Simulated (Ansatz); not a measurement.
# AlClGeH4O: the cost of one run

Computed with the Python package of Ansatz 0.2.0. Level of theory: r2SCAN0/def2-SVP.

### Step 1. The structure

Bond lengths: O1–Al2 1.823 Å, Al2–Cl3 2.185 Å, Al2–Ge4 2.366 Å, O1–H5 1.026 Å, Ge4–H6 1.602 Å, Ge4–H7 1.545 Å, Ge4–H8 1.555 Å. Angles: O1–Al2–Cl3 118.9°, O1–Al2–Ge4 121.2°, Cl3–Al2–Ge4 119.8°, Al2–O1–H5 103.6°, Al2–Ge4–H6 110.8°, Al2–Ge4–H7 111.9°, Al2–Ge4–H8 110.2°, H6–Ge4–H7 108.2°, H6–Ge4–H8 106.9°, H7–Ge4–H8 108.6°.

The script holds or builds the structure itself.

### Step 2. Script

alclgeh4o.py reads:

```python
'''Potential curve of AlClGeH4O along one bond.'''

import ansatz as az
from ase import Atoms
import matplotlib.pyplot as plt
import numpy as np


def main() -> None:
    atoms = Atoms(['O', 'Al', 'Cl', 'Ge', 'H', 'H', 'H', 'H'], positions=[
        (1.8709, 1.3651, -0.6425),
        (0.9734, 0.1247, 0.3476),
        (1.9257, -0.6898, 2.1379),
        (-1.1628, -0.6546, -0.3055),
        (1.5317, 2.2605, -0.2729),
        (-2.2292, 0.5414, -0.3099),
        (-1.1388, -1.2864, -1.7154),
        (-1.6787, -1.718, 0.705),
    ])
    molecule = az.Crystal.molecule_from_ase(atoms)

    symbols = [site.symbol for site in molecule.cartesian_sites]
    start = np.array([site.position_ang for site in molecule.cartesian_sites])
    axis = (start[4] - start[0]) / np.linalg.norm(start[4] - start[0])
    moving = [4]
    lengths, energies = [0.903, 0.944, 0.985, 1.026, 1.067, 1.108, 1.15, 1.211], []
    for length in lengths:
        xyz = start.copy()
        xyz[moving] += (length - np.linalg.norm(start[4] - start[0])) * axis
        point = az.Crystal.molecule()
        for symbol, place in zip(symbols, xyz):
            point = point.atom(symbol, place.tolist())
        calculation = point.calculation().basis(gaussian='def2-SVP').functional('R2SCAN0')
        data = calculation.run().report
        energies.append(data['free_energy_ev'])
        print(f'r = {length:6.3f} A  E = {energies[-1]:.5f} eV  <S^2> = {abs(data["mean_field"]["state"]["spin_squared"]):.3f}')

    # quartic fit about the minimum
    fit = np.polynomial.Polynomial.fit(lengths, np.array(energies) - min(energies), 4).convert()
    roots = [r.real for r in fit.deriv().roots() if abs(r.imag) < 1e-9 and fit.deriv(2)(r.real) > 0]
    r_e = min(roots, key=lambda r: abs(r - lengths[int(np.argmin(energies))]))
    print(f'minimum of the fit at {r_e:.4f} A, force constant {fit.deriv(2)(r_e):.2f} eV/A^2')
    plt.figure(figsize=(4.5, 3))
    plt.plot(lengths, np.array(energies) - min(energies), 'o-')
    plt.xlabel('bond length (A)')
    plt.ylabel('E - E(min) (eV)')
    plt.tight_layout()
    plt.savefig('scan.png', dpi=100)


if __name__ == '__main__':
    main()
```

### Step 3. The input behind the calls

The package turns the script's settings into the engine's input (first run):

```yaml
crystal:
  periodic: [false, false, false]
  atoms:
    - { symbol: O, position_ang: [1.8709, 1.3651, -0.6425] }
    - { symbol: Al, position_ang: [0.9734, 0.1247, 0.3476] }
    - { symbol: Cl, position_ang: [1.9257, -0.6898, 2.1379] }
    - { symbol: Ge, position_ang: [-1.1628, -0.6546, -0.3055] }
    - { symbol: H, position_ang: [1.5724672142832674, 2.152885130692106, -0.3173208797143149] }
    - { symbol: H, position_ang: [-2.2292, 0.5414, -0.3099] }
    - { symbol: H, position_ang: [-1.1388, -1.2864, -1.7154] }
    - { symbol: H, position_ang: [-1.6787, -1.718, 0.705] }
basis:
  gaussian:
    orbitals: def2-SVP
hamiltonian:
  xc: r2scan0
```

### Step 4. Launch

Launch:

```bash
> python alclgeh4o.py
```

What time and memory should one allow on 1 thread of Arm Neoverse V1, shared host?

About 62 s, with a peak of 0.34 GiB.
